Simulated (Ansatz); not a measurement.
**B3LYP-D3(BJ)/cc-pVTZ-DK (sfX2C, accuracy low) run of GeF2 (SMILES [F][Ge][F])**

Aim: the vertical electron affinity of GeF2 at B3LYP-D3(BJ)/cc-pVTZ-DK (sfX2C, accuracy low), from 2 runs. 

The calculation is run with Ansatz 0.2.0.

11 further runs of the same task are left out: 4 for a known fault of the program, 2 that didn't finish, 5 set aside as unsound or not needed.

### 1 The system as given

GeF2 has 3 atoms, charge 0, and is taken as a singlet. As SMILES, `[F][Ge][F]`. The shape is that of a PBE0-D4/def2-TZVP optimisation.

Bond lengths: F1–Ge2 1.745 Å, Ge2–F3 1.745 Å. Angles: F1–Ge2–F3 97.2°.

### 2 A single-point energy at B3LYP-D3(BJ)/cc-pVTZ-DK (sfX2C, accuracy low)

input.yaml

```yaml
crystal:
  periodic: [false, false, false]
  atoms:
    - symbol: F
      position_ang: [-0.675900, -1.101800, -0.497500]
    - symbol: Ge
      position_ang: [0.637500, -0.295200, 0.320200]
    - symbol: F
      position_ang: [0.027600, 1.332100, 0.164100]
basis:
  gaussian: {orbitals: cc-pVTZ-DK}
output: {orbitals: {seedname: orbitals}}
hamiltonian: {xc: {name: B3LYP}, dispersion: d3bj}
accuracy: low
```

Launch:

```sh
$ ansatz run input.yaml --threads 1 --pin off --max-ram 2610MiB --events-out events.jsonl --progress --plain --runs-dir runs
```

What it wrote:

```text
Warning: RAYON_NUM_THREADS=1 ignored (pool sized by the plan → 1); use --threads N
Functional definition: B3LYP
  name "B3LYP"
  parameter a0 = 0.2
  parameter ax = 0.72
  parameter ac = 0.81
  exchange = (1 - a0 - ax)*slater_x + ax*b88_x + a0*exact_x
  correlation = (1 - ac)*vwn_rpa_c + ac*lyp_c
710 factors; their error is unknown
mean field evaluation 1: about -62551.3586 eV, gradient 5.6e1 eV
mean field evaluation 2: about -62530.4877 eV, gradient 1.3e2 eV
mean field evaluation 4: about -62555.8243 eV, gradient 1.5e0 eV
mean field evaluation 8: about -62556.0428 eV, gradient 3.2e-2 eV
mean field evaluation 16: about -62556.0428 eV, gradient 1.5e-5 eV
mean field -62556.04284982 eV, -2298.8921727221 hartree, gradient 1.5e-5 eV, S^2 0.000000; 0 other end points of the search recorded, 0 dependent functions left out
reference -62556.04302843 eV, -2298.8921792859 hartree; 25, 25 occupied and 78, 78 virtual orbitals, 710 factors
Total energy: -62556.09741535 eV, -2298.8941779684 hartree
Relativity: scalar
```

Run time: 2 s. Hardware: 1 thread of Arm Neoverse V1, shared host.

### 3 The doublet anion, same level

input.yaml, as its differences from that of step 2:

```diff
@@ -11,4 +11,6 @@
   gaussian: {orbitals: cc-pVTZ-DK}
-output: {orbitals: {seedname: orbitals}}
+total_charge: -1
+magnetization: {spin_polarized: true, initial_magnetization: 1}
 hamiltonian: {xc: {name: B3LYP}, dispersion: d3bj}
 accuracy: low
+output: {orbitals: {seedname: orbitals}}
```

Launch:

```sh
$ ansatz run input.yaml --threads 1 --pin off --max-ram 2610MiB --events-out events.jsonl --progress --plain --runs-dir runs
```

What it wrote, cut to the lines that bear on the results:

```text
Warning: RAYON_NUM_THREADS=1 ignored (pool sized by the plan → 1); use --threads N
[... 7 set-up lines as earlier in the session ...]
710 factors; their error is unknown
mean field evaluation 1: about -62554.8094 eV, gradient 2.0e1 eV
mean field evaluation 2: about -62553.6608 eV, gradient 3.0e1 eV
mean field evaluation 4: about -62556.1098 eV, gradient 1.0e0 eV
mean field evaluation 8: about -62556.3274 eV, gradient 4.0e-2 eV
mean field evaluation 16: about -62556.3274 eV, gradient 2.3e-5 eV
mean field -62556.32740029 eV, -2298.9026297591 hartree, gradient 2.3e-5 eV, S^2 0.753194; 0 other end points of the search recorded, 0 dependent functions left out
reference -62556.32758402 eV, -2298.9026365108 hartree; 26, 25 occupied and 77, 78 virtual orbitals, 710 factors
Total energy: -62556.38197094 eV, -2298.9046351934 hartree
Relativity: scalar
```

It took 3.3 s on 1 thread of Arm Neoverse V1, shared host.

### 4 Outcome

At B3LYP-D3(BJ)/cc-pVTZ-DK (sfX2C, accuracy low):

```
                                         quantity           value
                       singlet GeF2: total energy  -2298.89418 Eh
                        singlet GeF2: HOMO energy        -8.84 eV
                        singlet GeF2: LUMO energy        -2.78 eV
                      singlet GeF2: HOMO–LUMO gap         6.06 eV
                  singlet GeF2: dispersion energy    -5.25 kJ/mol
                      doublet anion: total energy  -2298.90464 Eh
doublet anion: HOMO energy (highest over α and β)         2.19 eV
 doublet anion: LUMO energy (lowest over α and β)         4.52 eV
                 doublet anion: dispersion energy    -5.25 kJ/mol
                              doublet anion: ⟨S²⟩           0.753
vertical electron affinity (to the doublet anion)        0.285 eV
```

In words: At fixed nuclei the extra electron is bound by 0.28 eV (27.5 kJ/mol). The basis has no diffuse functions, so the error can be as large as this value. The accuracy setting (singlet GeF2) is loose, so the last digits carry no meaning. The accuracy setting (doublet anion) is loose, so the last digits carry no meaning. The HOMO (doublet anion) lies at positive energy, 2.19 eV; only total energies tell whether the electron is bound.
